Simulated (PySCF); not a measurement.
# WF2: triplet, from a linear start

Where does triplet WF2 go from a linear start, is the end point a minimum, and what are its modes, charges and moments?

Program: PySCF 2.14.0. Level of theory: PBE0, basis W def2-TZVP with ECP60, F def2-TZVP, scalar-relativistic core potentials, no spin–orbit coupling, density fitting. These are calculated values, not measurements.

## 1. The starting structure

3 atoms, charge 0, spin multiplicity 3.

Bond lengths: W1–F2 2.010 Å, W1–F3 2.010 Å. Angles: F2–W1–F3 180.0°.

Coordinates in bohr (charge 0 multiplicity 3):
```
W     0.0000    0.0000    0.0000
F     0.0000    0.0000    3.7983
F     0.0000    0.0000   -3.7983
```

## 2. Relaxing the triplet from the linear start

One driver script runs all steps and calls PySCF; scf.py shows how it sets up the SCF of each step. The optimiser is the driver's own. Before each start the driver seeks the lowest SCF state from one or more starting densities and follows internal instabilities, so scf.py alone need not reach the same state.

The program finds D∞h symmetry in the start, which this walk keeps.

Contents of scf.py:

```python
from pyscf import gto, scf, dft
mol = gto.M(atom='''
W      0.000000     0.000000     0.000000
F      0.000000     0.000000     2.010000
F      0.000000     0.000000    -2.010000''',
    basis={'W': 'def2-TZVP', 'F': 'def2-TZVP'},
    ecp={'W': 'def2-TZVP'},
    charge=0, spin=2)
mf = dft.UKS(mol, xc='PBE0')
mf.grids.atom_grid = (50, 194)
aux = {'W': 'def2-universal-JKFIT', 'F': 'def2-universal-JKFIT'}
mf = mf.density_fit(auxbasis=aux)
mf.kernel()
```

After this run come: Hessian and properties.

What does the calculation give? Wanted: minimum; geometry; wavenumbers; dipole moment; highest occupied, lowest empty level; polar-tensor charge of W1; zero-point energy; atomisation energy; ⟨S²⟩.

The runs gave:

```
                                          quantity                           value
                                           minimum                    triplet, D∞h
                                          geometry  W–F 1.820 Å (×2); F–W–F 180.0°
                                wavenumbers (cm⁻¹)   67 (πu), 733 (σu+), 746 (σg+)
                                     dipole moment                          0.00 D
highest occupied, lowest empty level (either spin)                 -6.02, -3.17 eV
                         polar-tensor charge of W1                         +0.95 e
                                 zero-point energy                      9.6 kJ/mol
                               entropy at 298.15 K                 286.7 J/(mol K)
         atomisation energy (no zero-point energy)                     1091 kJ/mol
                                              ⟨S²⟩                           2.013
```

The molecule stays D∞h, as typed, and the end point is a minimum. In the infrared the band at 733 cm⁻¹ (σu+, stretch) leads. W1 has a polar-tensor charge of +1.0 e (a dipole derivative, not a static charge), yet symmetry cancels the bond dipoles. Most of the spin sits on W1 (Mulliken spin 2.09, against 2 for the whole molecule). Other starts or spin states, not run here, may lie lower. The soft modes, below some 90 cm⁻¹, carry numerical noise of tens of cm⁻¹, and the entropy with them. One determinant may miss the lowest occupation of an open d or f shell. With an element this heavy the missing spin–orbit coupling can shift these numbers.
